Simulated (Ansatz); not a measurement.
## CuH3OS, SMILES [OH2+][Cu-][SH]: a polarisability from point charges, step by step

Program: Ansatz's Python interface.

Interactive session:
```pycon
>>> import warnings
>>> import ansatz
>>> from ase import Atoms
>>> import numpy as np
>>> warnings.simplefilter("ignore", ansatz.DeckWarning)
>>> atoms = Atoms(["O", "Cu", "S", "H", "H", "H"], positions=[
...     (0.345, 0.5181, -1.281),
...     (0.3246, -1.0645, -0.3544),
...     (0.0755, -1.1993, 1.7098),
...     (-0.6032, 0.4478, -1.1687),
...     (0.5516, 1.2348, -0.6355),
...     (-0.6514, -0.0009, 1.6836),
... ])
>>> molecule = ansatz.Crystal.molecule_from_ase(atoms)
>>> model = (
...     molecule.calculation()
...     .basis(gaussian="def2-SVP")
...     .functional("hf")
...     .forces()
... )
>>> # charges +q and -q at -R and +R make a nearly even field 2 k q / R^2 at the centre
>>> centre = np.mean([site.position_ang for site in molecule.cartesian_sites], axis=0)
>>> field = 2 * 14.399645 * 3.0 / 40.0 ** 2
>>> def dipole(axis, sign):
...     arm = 40.0 * np.eye(3)[axis]
...     pair = [{"charge": sign * 3.0, "position_ang": (centre - arm).tolist()}, {"charge": -sign * 3.0, "position_ang": (centre + arm).tolist()}]
...     deck = model.input().set(ansatz.key.basis.gaussian.point_charges, pair)
...     return np.array(ansatz.Session.from_dict(deck).plan().execute().report["charge_distribution"]["dipole_moment_e_ang"])
...
>>> print(f"field {field:.4f} V/A")
field 0.0540 V/A
>>> alpha = np.array([(dipole(axis, 1) - dipole(axis, -1)) / (2 * field) * 14.399645 for axis in range(3)])

>>> print("polarisability tensor (A^3)")
polarisability tensor (A^3)
>>> print(np.array2string(alpha, precision=3, suppress_small=True))
[[ 3.867 -0.505 -0.111]
 [-0.505  4.682  0.325]
 [-0.112  0.32   5.548]]
>>> print(f"mean {np.trace(alpha) / 3:.3f} A^3 = {np.trace(alpha) / 3 / 0.14818471:.2f} bohr^3")
mean 4.699 A^3 = 31.71 bohr^3
```

The settings weren't tested for convergence. The geometry is a force-field or estimated start, not a minimum of this method, and the basis set is short of its limit. The field of two point charges is only nearly even. Without diffuse functions polarisabilities are unreliable, as a rule too low, and they change with the bond lengths of this unrelaxed start. Timing: 6.5 s on 1 thread of Arm Neoverse V2, with other jobs on the host, peak memory 0.21 GiB.

(Lines on the test bed's own set-up are left out of the output.)
